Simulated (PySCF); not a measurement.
The system is NVOCl2H2, in a box.

```
N V O Cl H
1.0
    12.00000    0.00000    0.00000
     0.00000   13.00000    0.00000
     0.00000    0.00000   13.00000
N V O Cl H
1 1 1 2 2
Direct
  0.47102 0.56496 0.57471
  0.52190 0.48632 0.47794
  0.60755 0.42248 0.53869
  0.39307 0.38255 0.42384
  0.59411 0.57376 0.35602
  0.40823 0.61655 0.56066
  0.49147 0.56955 0.64754
```

The cell isn't the ideal one: atoms moved at random, drawn with an rms of 0.05 Å.

Base run:

```yaml
Program: PySCF 2.14.0
Functional: r2SCAN0
Potentials_or_basis: def2-svp (all-electron)
k_mesh: 1 × 1 × 1
Occupations: fixed
Spin: no spin polarisation
```

Its results: gap between the frontier levels 5.65 eV.

Problem. The run is repeated on the same cell with these changes: functional from r2SCAN0 to TM. What comes out?

Solution. Gap between the frontier levels 3.41 eV.

r2SCAN0 gives the wider gap, since exact exchange removes part of the self-interaction.

Caveats: this is a molecule in a periodic box at the Γ point, so its band gap is the HOMO-LUMO gap; the basis of atomic orbitals isn't converged, which shifts pressures, moduli and gaps.

